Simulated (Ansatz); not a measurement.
**CH5ClGaNO: one species, many methods**

Aim: compute CH5ClGaNO with functionals from several rungs and with coupled cluster. The yardstick is the atomisation energy at the CCSD(T) limit.

Method: functionals in def2-TZVPP, the program's frozen cores in correlated methods; program: Ansatz 0.2.0, Gaussian basis.

The runs, in order: PBE-D4, r2SCAN-D4, PBE0-D4, B3LYP-D4, ωB97X-V, ωB97M-V, B2PLYP; CCSD(T)/def2-TZVPP; MP2/def2-QZVPP; extrapolation to the limit.

## (1) Structure used throughout

All runs share one geometry, relaxed beforehand with PBE0-D4 in a triple-zeta def2 set.

SMILES `C[O][Ga]([NH2])[Cl]`, 10 atoms, charge 0, spin multiplicity 1.

Atoms are counted from 1 here; the program's logs count them from 0.

Bond lengths: C1–O2 1.408 Å, C1–H6 1.095 Å, C1–H7 1.095 Å, C1–H8 1.096 Å, O2–Ga3 1.767 Å, Ga3–N4 1.798 Å, Ga3–Cl5 2.139 Å, N4–H9 1.005 Å, N4–H10 1.006 Å. Angles: O2–C1–H6 109.6°, O2–C1–H7 109.6°, O2–C1–H8 113.2°, H6–C1–H7 108.2°, H6–C1–H8 108.1°, H7–C1–H8 108.1°, C1–O2–Ga3 124.2°, O2–Ga3–N4 120.5°, O2–Ga3–Cl5 118.5°, N4–Ga3–Cl5 120.9°, Ga3–N4–H9 121.0°, Ga3–N4–H10 121.0°, H9–N4–H10 112.5°.

## (2) PBE-D4 (GGA)

File in.yaml:

```yaml
crystal:
  periodic: [false, false, false]
  atoms:
    - {symbol: C, position_ang: [-0.813779, -0.261093, -1.779400]}
    - {symbol: O, position_ang: [0.274941, -0.134325, -0.896163]}
    - {symbol: Ga, position_ang: [0.116652, 0.141420, 0.841545]}
    - {symbol: N, position_ang: [1.575642, 0.377799, 1.864969]}
    - {symbol: Cl, position_ang: [-1.845789, 0.290455, 1.678156]}
    - {symbol: H, position_ang: [-0.768665, -1.233951, -2.279781]}
    - {symbol: H, position_ang: [-0.758396, 0.519961, -2.544812]}
    - {symbol: H, position_ang: [-1.785887, -0.179885, -1.279869]}
    - {symbol: H, position_ang: [1.514543, 0.347809, 2.868065]}
    - {symbol: H, position_ang: [2.490728, 0.131801, 1.527278]}
basis:
  gaussian: {orbitals: def2-TZVPP}
hamiltonian: {xc: pbe, dispersion: d4}
output: {forces: true, orbitals: {seedname: orbitals}}
```

On the command line:

```bash
$ ansatz run in.yaml --threads 2 --pin off --events-out ev --progress --plain --max-ram 32768MiB --backend cpu
```

After this run come: r2SCAN-D4 (meta-GGA); PBE0-D4 (hybrid); B3LYP-D4 (hybrid); ωB97X-V (range-separated); ωB97M-V (range-separated); B2PLYP (double hybrid); CCSD(T) in def2-TZVPP; MP2 in def2-QZVPP.

Q: Predict the results of all the runs planned. Wanted: atomisation energy, CCSD(T)/CBS; farthest; mean size of error, hybrid; mean size of error, range-separated; gap, smallest and largest; T1 diagnostic; triples share of the correlation energy.

As calculated:

| quantity | value |
| --- | --- |
| atomisation energy, CCSD(T)/CBS | 3484.3 kJ/mol |
| functionals within 34.8 kJ/mol (1.0 %) | r2SCAN-D4, PBE0-D4, ωB97X-V, ωB97M-V |
| farthest | B2PLYP (-56.2 kJ/mol) |
| mean size of error, hybrid | 31.0 kJ/mol |
| mean size of error, range-separated | 6.4 kJ/mol |
| gap, smallest and largest | 4.63 eV (PBE-D4), 11.58 eV (ωB97X-V) |
| T1 diagnostic | 0.0127 |
| triples share of the correlation energy | 3.9 % |

In words: PBE-D4 misses by +48.0 kJ/mol. Double hybrids carry the basis error of their MP2 part in triple zeta, and no dispersion term here, so their miss is partly the set-up's. Misses under about 34.8 kJ/mol are within the doubt on the reference itself, which lacks core-valence correlation, relativity and higher excitations, and its outer-core shells are covered unevenly. Hartree-Fock recovers 69 % of the binding; the rest is correlation. Orbital gaps span 4.6 to 11.6 eV; exact exchange widens them. Correlated methods include outer-core shells of Ga, which these sets cover unevenly.
